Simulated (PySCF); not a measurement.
# CeF3(NH3): other functionals and bases at one geometry

An exercise on one series of results from a longer session: the logs are not shown, and one member is left open.

The runs use PySCF 2.14.0; several levels, as the steps say, no spin–orbit coupling.

1 further run of the same task is left out (for a known fault of the program).

### The system as given

8 atoms, charge 0, spin multiplicity 1.

Bond lengths: Ce1–F2 2.135 Å, Ce1–F3 2.135 Å, Ce1–F4 2.135 Å, Ce1–N5 2.664 Å, N5–H6 1.022 Å, N5–H7 1.022 Å, N5–H8 1.022 Å. Angles: F2–Ce1–F3 119.6°, F2–Ce1–F4 119.6°, F2–Ce1–N5 93.8°, F3–Ce1–F4 119.6°, F3–Ce1–N5 93.8°, F4–Ce1–N5 93.8°, Ce1–N5–H6 112.4°, Ce1–N5–H7 112.4°, Ce1–N5–H8 112.4°, H6–N5–H7 106.4°, H6–N5–H8 106.4°, H7–N5–H8 106.4°.

Coordinates:

```tsv
atom	x (Å)	y (Å)	z (Å)
Ce1	0.1522	-0.1522	0.1522
F2	1.1037	1.5057	1.1037
F3	-1.5057	-1.1037	1.1037
F4	1.1037	-1.1037	-1.5057
N5	-1.3857	1.3857	-1.3857
H6	-1.9960	1.9960	-0.8392
H7	-0.8392	1.9960	-1.9960
H8	-1.9960	0.8392	-1.9960
```

Formal oxidation states: Ce +3. Each metal's 1 4f electrons lie in its core potential, so multiplicities, spins and levels count the valence alone. An earlier session relaxed this geometry at PBE0, Ce lcecp-1-SVP with ECP47, F def2-SVP, N def2-SVP, H def2-SVP (singlet, point group C3v).

At PBE0 on the finer grid: E = -387.977984 Eh, HOMO -9.06 eV, LUMO -0.82 eV, Mulliken charge on Ce1 +1.26 e, largest force component 0.013 eV/Å. 

Levels to run: BLYP; revPBE; PBE0, TZVP. Hardware: 2 threads of Intel Xeon Platinum 8259CL at 2.50GHz (Skylake/Cascade Lake), shared host.

Set-up of the first run:

Input file run.py (the lines that set the calculation):

```python
mol = gto.M(atom='''
Ce     0.15223    -0.15223     0.15223
F      1.10365     1.50570     1.10365
F     -1.50570    -1.10365     1.10365
F      1.10365    -1.10365    -1.50570
N     -1.38569     1.38569    -1.38569
H     -1.99601     1.99601    -0.83923
H     -0.83923     1.99601    -1.99601
H     -1.99601     0.83923    -1.99601''',
    basis={'Ce': 'lcecp-1-SVP', 'F': 'def2-SVP', 'N': 'def2-SVP', 'H': 'def2-SVP'},
    ecp={'Ce': 'lcecp-1-SVP'},
    charge=0, spin=0)
mf = dft.RKS(mol, xc='BLYP')
mf.grids.atom_grid = (75, 302)  # f atoms: unpruned, at least (60, 302)
mf = mf.density_fit()  # fitting sets: Ce AutoAux, F def2-universal-JKFIT, N def2-universal-JKFIT, H def2-universal-JKFIT
mf.conv_tol = 1e-08; mf.max_cycle = 55
mf.kernel(dm0)  # dm0: the density of the relaxed state
```

The run is started by

```console
$ OMP_NUM_THREADS=2 python run.py
```

Steps of the session up to this table: BLYP; revPBE; PBE0, TZVP.

One of the session's tables, all rows but one given; the rest of the session is left out.

```
              level  HOMO (eV)  gap (eV)  charge on Ce1 (e)  dipole (D)  largest force component (eV/Å)
PBE0 (relaxed here)      -9.06      8.24               1.26        4.74                            0.01
               BLYP      -7.05      5.52               1.00        4.71                            0.36
             revPBE          ?         ?                  ?           ?                               ?
         PBE0, TZVP      -9.27      8.31               1.66        4.64                            0.23
```

**Question.** Estimate the row for revPBE.

**Answer.** HOMO (eV): -7.08; gap (eV): 5.65; charge on Ce1 (e): 1.05; dipole (D): 4.68; largest force component (eV/Å): 0.29. In the column «HOMO (eV)» it lies between PBE0 (relaxed here) (-9.06) and BLYP (-7.05).

In one basis the HOMO–LUMO gap runs from 5.52 eV (BLYP) to 8.24 eV (PBE0). The largest leftover force, 0.36 eV/Å with BLYP, stands at a geometry relaxed at another level. With 4f in the core, its levels are missing from HOMO and gap, and its count is fixed, so no charge can pass from the ligands into it. Total energies of different levels can't be compared.
